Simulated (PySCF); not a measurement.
# [Pb(H2O)4]2+: other functionals and bases at one geometry

Aim: see how levels, charges and forces of [Pb(H2O)4]2+ depend on the level of theory. The structure is generated, not taken from experiment.

The runs use PySCF 2.14.0; several levels, as the steps say, no spin–orbit coupling.

1 further run of the same task is left out (for a known fault of the program).

## (1) Where the work starts

13 atoms, charge 2, spin multiplicity 1.

Bond lengths: Pb1–O2 2.495 Å, Pb1–O5 2.495 Å, Pb1–O8 2.495 Å, Pb1–O11 2.495 Å, O2–H3 0.971 Å, O2–H4 0.971 Å, O5–H6 0.971 Å, O5–H7 0.971 Å, O8–H9 0.971 Å, O8–H10 0.971 Å, O11–H12 0.971 Å, O11–H13 0.971 Å. Angles: O2–Pb1–O5 110.0°, O2–Pb1–O8 108.4°, O2–Pb1–O11 110.0°, O5–Pb1–O8 110.0°, O5–Pb1–O11 108.4°, O8–Pb1–O11 110.0°, Pb1–O2–H3 127.7°, Pb1–O2–H4 127.2°, H3–O2–H4 105.1°, Pb1–O5–H6 127.2°, Pb1–O5–H7 127.7°, H6–O5–H7 105.1°, Pb1–O8–H9 127.2°, Pb1–O8–H10 127.7°, H9–O8–H10 105.1°, Pb1–O11–H12 127.7°, Pb1–O11–H13 127.2°, H12–O11–H13 105.1°.

Geometry (Å):

```xyz
13

Pb   -0.00002    0.00000    0.00000
O     1.45928    1.45889    1.40180
H     2.24895    1.20127    1.90508
H     1.36919    2.41559    1.54436
O    -1.45928   -1.40184    1.45890
H    -1.36909   -1.54449    2.41559
H    -2.24903   -1.90502    1.20128
O     1.45928   -1.45889   -1.40180
H     1.36919   -2.41559   -1.54436
H     2.24895   -1.20127   -1.90508
O    -1.45928    1.40184   -1.45890
H    -2.24903    1.90502   -1.20128
H    -1.36909    1.54449   -2.41559
```

Formal oxidation states: Pb +2. An earlier session relaxed this geometry at PBE0, Pb def2-SVP with ECP60, O def2-SVP, H def2-SVP (singlet, point group D2).

At PBE0 on the finer grid: E = -497.495793 Eh, HOMO -18.20 eV, LUMO -9.85 eV, Mulliken charge on Pb1 +1.25 e, largest force component 0.012 eV/Å. 

Levels to run: revPBE; M06-L; PBE0, TZVP. Hardware: 2 threads of Arm Neoverse V2, shared host.

## (2) revPBE

The input, run.py (the lines that set the calculation):

```python
mol = gto.M(atom='''
Pb    -0.00002     0.00000     0.00000
O      1.45928     1.45889     1.40180
H      2.24895     1.20127     1.90508
H      1.36919     2.41559     1.54436
O     -1.45928    -1.40184     1.45890
H     -1.36909    -1.54449     2.41559
H     -2.24903    -1.90502     1.20128
O      1.45928    -1.45889    -1.40180
H      1.36919    -2.41559    -1.54436
H      2.24895    -1.20127    -1.90508
O     -1.45928     1.40184    -1.45890
H     -2.24903     1.90502    -1.20128
H     -1.36909     1.54449    -2.41559''',
    basis={'Pb': 'def2-SVP', 'O': 'def2-SVP', 'H': 'def2-SVP'},
    ecp={'Pb': 'def2-SVP'},
    charge=2, spin=0)
mf = dft.RKS(mol, xc='PBE_R,PBE')
mf.grids.atom_grid = (75, 302)
mf = mf.density_fit()  # fitting sets: Pb def2-universal-JKFIT, O def2-universal-JKFIT, H def2-universal-JKFIT
mf.conv_tol = 1e-08; mf.max_cycle = 55
mf.kernel(dm0)  # dm0: the density of the relaxed state
```

On the command line:

```
OMP_NUM_THREADS=2 python run.py
```

## (3) M06-L

run.py (the lines that set the calculation): that of step 2 with these lines changed.

```diff
@@ -17,3 +17,3 @@
     charge=2, spin=0)
-mf = dft.RKS(mol, xc='PBE_R,PBE')
+mf = dft.RKS(mol, xc='M06L')
 mf.grids.atom_grid = (75, 302)
```

## (4) PBE0, TZVP

Basis: Pb def2-TZVP with ECP60, O def2-TZVP, H def2-TZVP. 

run.py (the lines that set the calculation): that of step 3 with these lines changed.

```diff
@@ -14,6 +14,6 @@
 H     -1.36909     1.54449    -2.41559''',
-    basis={'Pb': 'def2-SVP', 'O': 'def2-SVP', 'H': 'def2-SVP'},
-    ecp={'Pb': 'def2-SVP'},
+    basis={'Pb': 'def2-TZVP', 'O': 'def2-TZVP', 'H': 'def2-TZVP'},
+    ecp={'Pb': 'def2-TZVP'},
     charge=2, spin=0)
-mf = dft.RKS(mol, xc='M06L')
+mf = dft.RKS(mol, xc='PBE0')
 mf.grids.atom_grid = (75, 302)
@@ -21,2 +21,2 @@
 mf.conv_tol = 1e-08; mf.max_cycle = 55
-mf.kernel(dm0)  # dm0: the density of the relaxed state
+mf.kernel(dm0)  # dm0: free metal ions and neutral atoms
```

Q: Predict the outcome of this session. Wanted: for each run, HOMO; gap; charge on Pb1; dipole; largest force.

As calculated:

| level | state | HOMO (eV) | gap (eV) | charge on Pb1 (e) | dipole (D) | largest force (eV/Å) | basis functions | time |
| --- | --- | --- | --- | --- | --- | --- | --- | --- |
| PBE0 (relaxed here) | singlet | -18.20 | 8.35 | 1.25 | 0.00 | 0.01 | 122 | 28 s |
| revPBE | singlet | -16.20 | 5.71 | 1.15 | 0.00 | 0.49 | 122 | 7.8 s |
| M06-L | singlet | -16.74 | 6.55 | 1.31 | 0.00 | 0.05 | 122 | 14 s |
| PBE0, TZVP | singlet | -18.45 | 8.42 | 1.45 | 0.00 | 0.17 | 222 | 32 s |

Times are on 2 threads of Arm Neoverse V2, shared host; the first row also made further properties. The dipole of a charged species depends on the origin, so these sizes hold for this origin alone.

In one basis the HOMO–LUMO gap runs from 5.71 eV (revPBE) to 8.35 eV (PBE0). The largest leftover force, 0.49 eV/Å with revPBE, stands at a geometry relaxed at another level. The Mulliken charge on Pb spans +1.15 to +1.45 e over the levels. Total energies of different levels can't be compared. Spin–orbit coupling is left out throughout.
